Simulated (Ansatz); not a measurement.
**H5NO3Ti: small, medium and large basis sets**

One table from this session's results is given with a row withheld; the runs are named, their logs left out.

The runs use Ansatz 0.2.0, Gaussian basis; one geometry, several basis sets.

Plan: PBE0-D4/def2-SVP; ωB97M-V/def2-SVP; PBE0-D4/def2-QZVPP; ωB97M-V/def2-QZVPP; the functionals' def2-TZVPP values are taken from earlier runs.

### Structure used throughout

An earlier PBE0-D4 in a triple-zeta def2 set relaxation fixed the geometry.

10 atoms, charge 0, spin multiplicity 1.

Atoms are counted from 1 here; the program's logs count them from 0.

Bond lengths: N1–Ti2 1.881 Å, N1–H6 1.010 Å, N1–H7 1.010 Å, Ti2–O3 1.801 Å, Ti2–O4 1.805 Å, Ti2–O5 1.809 Å, O3–H8 0.958 Å, O4–H9 0.958 Å, O5–H10 0.957 Å. Angles: Ti2–N1–H6 124.6°, Ti2–N1–H7 124.2°, H6–N1–H7 110.6°, N1–Ti2–O3 107.1°, N1–Ti2–O4 108.0°, N1–Ti2–O5 110.5°, O3–Ti2–O4 113.7°, O3–Ti2–O5 109.2°, O4–Ti2–O5 108.4°, Ti2–O3–H8 129.9°, Ti2–O4–H9 130.4°, Ti2–O5–H10 128.3°.

The first run:

in.yaml reads:

```yaml
crystal:
  periodic: [false, false, false]
  atoms:
    - {symbol: N, position_ang: [-0.894687, 0.083620, -1.304704]}
    - {symbol: Ti, position_ang: [0.121827, 0.017160, 0.277104]}
    - {symbol: O, position_ang: [0.746208, -1.665193, 0.433936]}
    - {symbol: O, position_ang: [-0.939300, 0.527352, 1.645659]}
    - {symbol: O, position_ang: [1.517899, 1.163106, 0.180669]}
    - {symbol: H, position_ang: [-1.713346, 0.659794, -1.436755]}
    - {symbol: H, position_ang: [-0.782357, -0.555809, -2.078263]}
    - {symbol: H, position_ang: [1.642532, -1.978681, 0.559603]}
    - {symbol: H, position_ang: [-1.415858, 0.003645, 2.290324]}
    - {symbol: H, position_ang: [1.800381, 1.693808, -0.564473]}
basis:
  gaussian: {orbitals: def2-SVP}
hamiltonian: {xc: pbe0, dispersion: d4}
output: {orbitals: {seedname: orbitals}}
```

The run is started by

```
ansatz run in.yaml --threads 4 --pin off --events-out ev --progress --plain --max-ram 10444MiB
```

Among the steps run: PBE0-D4 in def2-SVP; ωB97M-V in def2-SVP; PBE0-D4 in def2-QZVPP; ωB97M-V in def2-QZVPP.

One table of the session follows, with a row left open; its other results are not shown here.

It belongs to the step «Density functionals: the series». 

| functional | basis | HOMO (eV) |
| --- | --- | --- |
| PBE0-D4 | def2-SVP | -7.09 |
| PBE0-D4 | def2-TZVPP | -7.42 |
| PBE0-D4 | def2-QZVPP | -7.46 |
| ωB97M-V | def2-SVP | -9.45 |
| ωB97M-V | def2-TZVPP | ? |
| ωB97M-V | def2-QZVPP | -9.84 |

Q: Estimate the row for ωB97M-V, def2-TZVPP from the others.

As computed: HOMO (eV): -9.80. In the column «HOMO (eV)» it lies between ωB97M-V, def2-QZVPP (-9.84) and ωB97M-V, def2-SVP (-9.45).
